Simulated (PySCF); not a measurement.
# Er2O3: other functionals and bases at one geometry

The task here is to estimate one member of a computed series from the others.

Computed with PySCF 2.14.0. Level: several levels, as the steps say, no spin–orbit coupling.

3 further runs of the same task are left out: 2 for a known fault of the program, 1 that didn't finish.

**Where the work starts**

5 atoms, charge 0, spin multiplicity 1.

Bond lengths: Er1–Er2 2.742 Å, Er1–O3 2.066 Å, Er1–O4 2.066 Å, Er1–O5 2.066 Å, Er2–O3 2.066 Å, Er2–O4 2.066 Å, Er2–O5 2.066 Å. Angles: Er2–Er1–O3 48.4°, Er2–Er1–O4 48.4°, Er2–Er1–O5 48.4°, O3–Er1–O4 80.8°, O3–Er1–O5 80.8°, O4–Er1–O5 80.8°, Er1–Er2–O3 48.4°, Er1–Er2–O4 48.4°, Er1–Er2–O5 48.4°, O3–Er2–O4 80.8°, O3–Er2–O5 80.8°, O4–Er2–O5 80.8°, Er1–O3–Er2 83.1°, Er1–O4–Er2 83.1°, Er1–O5–Er2 83.1°.

Geometry (Å):

```mol
Er2O3
  3D, bonds by distance, orders not assigned

  5  7  0  0  0  0  0  0  0  0999 V2000
    0.0000   -0.0000    1.3709 Er  0  0
   -0.0000    0.0000   -1.3709 Er  0  0
    1.5461   -0.0000   -0.0000 O   0  0
   -0.7730    1.3389    0.0000 O   0  0
   -0.7730   -1.3389   -0.0000 O   0  0
  1  2  8  0
  1  3  8  0
  1  4  8  0
  1  5  8  0
  2  3  8  0
  2  4  8  0
  2  5  8  0
M  END
```

Formal oxidation states: Er +3. Each metal's 11 4f electrons lie in its core potential, so multiplicities, spins and levels count the valence alone. An earlier session relaxed this geometry at TPSS, Er lcecp-1-SVP with ECP57, O def2-SVP (singlet, point group D3h).

At TPSS on the finer grid: E = -302.259802 Eh, HOMO -3.94 eV, LUMO -1.83 eV, Mulliken charge on Er1 +0.87 e, largest force component 0.013 eV/Å. 

Levels to run: wB97X; PBE0; PBE; M06-L; TPSS, TZVP. Hardware: 2 threads of Arm Neoverse V1, shared host.

The first run:

run.py (the lines that set the calculation)

```python
mol = gto.M(atom='''
Er     0.00000     0.00000     1.37088
Er     0.00000     0.00000    -1.37088
O      1.54606    -0.00001     0.00000
O     -0.77302     1.33893     0.00000
O     -0.77304    -1.33893     0.00000''',
    basis={'Er': 'lcecp-1-SVP', 'O': 'def2-SVP'},
    ecp={'Er': 'lcecp-1-SVP'},
    charge=0, spin=0)
mf = dft.RKS(mol, xc='WB97X')
mf.grids.atom_grid = (75, 302)  # f atoms: unpruned, at least (60, 302)
mf = mf.density_fit()  # fitting sets: Er AutoAux, O def2-universal-JKFIT
mf.conv_tol = 1e-08; mf.max_cycle = 55
mf.kernel(dm0)  # dm0: the density of the relaxed state
```

Launch:

```console
$ OMP_NUM_THREADS=2 python run.py
```

Steps of the session up to this table: wB97X; PBE0; PBE; M06-L; TPSS, TZVP.

One of the session's tables, all rows but one given; the rest of the session is left out.

| level | HOMO (eV) | gap (eV) | charge on Er1 (e) | largest force component (eV/Å) |
| --- | --- | --- | --- | --- |
| TPSS (relaxed here) | -3.94 | 2.11 | 0.87 | 0.01 |
| wB97X | -7.45 | 7.55 | 0.97 | 0.47 |
| PBE0 | -5.25 | 3.77 | 0.95 | 0.73 |
| PBE | ? | ? | ? | ? |
| M06-L | -3.76 | 2.70 | 1.04 | 0.24 |
| TPSS, TZVP | -4.01 | 2.17 | 1.20 | 0.15 |

Q: Estimate the row for PBE from the others.

As computed: HOMO (eV): -4.00; gap (eV): 1.94; charge on Er1 (e): 0.79; largest force component (eV/Å): 0.11. In the column «HOMO (eV)» it lies between TPSS, TZVP (-4.01) and TPSS (relaxed here) (-3.94).

In one basis the HOMO–LUMO gap runs from 1.94 eV (PBE) to 7.55 eV (wB97X). The largest leftover force, 0.73 eV/Å with PBE0, stands at a geometry relaxed at another level. With 4f in the core, its levels are missing from HOMO and gap, and its count is fixed, so no charge can pass from the ligands into it. Total energies of different levels can't be compared.
